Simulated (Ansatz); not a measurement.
# Al2H5PS2: the cost of one run

All numbers below are computed with Ansatz 0.2.0 (RKS PBE0/def2-SVP).

### Step 1. The starting structure

Bond lengths: Al1–Al2 2.432 Å, Al2–S3 2.285 Å, Al2–S4 2.340 Å, S4–P5 2.146 Å, Al1–H6 1.656 Å, Al1–H7 1.614 Å, S3–H8 1.391 Å, P5–H9 1.400 Å, P5–H10 1.453 Å. Angles: Al1–Al2–S3 120.4°, Al1–Al2–S4 118.7°, S3–Al2–S4 120.9°, Al2–Al1–H6 120.6°, Al2–Al1–H7 122.3°, H6–Al1–H7 117.1°, Al2–S3–H8 89.6°, Al2–S4–P5 90.7°, S4–P5–H9 93.6°, S4–P5–H10 90.7°, H9–P5–H10 95.4°.

Coordinates:

```xyz
10

Al   -1.5103    1.6200    1.1624
Al   -0.4808   -0.4066    0.2982
S    -1.7277   -1.9334   -0.8582
S     1.8157   -0.7229    0.6174
P     2.2355    0.2668   -1.2397
H    -3.1185    1.9232    0.9060
H    -0.6642    2.7536    1.9399
H    -1.9734   -2.6160    0.3290
H     1.8681   -0.8398   -2.0144
H     3.6387   -0.0960   -1.1377
```

### Step 2. Relaxing end A

input.yaml

```yaml
crystal:
  periodic: [false, false, false]
  atoms:
    - { symbol: Al, position_ang: [-1.5103, 1.62, 1.1624] }
    - { symbol: Al, position_ang: [-0.4808, -0.4066, 0.2982] }
    - { symbol: S, position_ang: [-1.7277, -1.9334, -0.8582] }
    - { symbol: S, position_ang: [1.8157, -0.7229, 0.6174] }
    - { symbol: P, position_ang: [2.2355, 0.2668, -1.2397] }
    - { symbol: H, position_ang: [-3.1185, 1.9232, 0.906] }
    - { symbol: H, position_ang: [-0.6642, 2.7536, 1.9399] }
    - { symbol: H, position_ang: [-1.9734, -2.616, 0.329] }
    - { symbol: H, position_ang: [1.8681, -0.8398, -2.0144] }
    - { symbol: H, position_ang: [3.6387, -0.096, -1.1377] }
basis:
  gaussian: { orbitals: def2-SVP }
hamiltonian:
  xc: pbe0
relax:
  f_tol: 0.015
  max_steps: 40
output:
  orbitals: {}
```

Run with:

```bash
$ ansatz run input.yaml --threads 2 --pin off --max-ram 3072MiB --backend cpu --events-out ev --progress --plain --runs-dir out
```

Q: Estimate wall time and peak memory on 2 threads of Intel Xeon Platinum 8488C (Sapphire Rapids), shared host.

About 74 s, with a peak of 0.31 GiB.
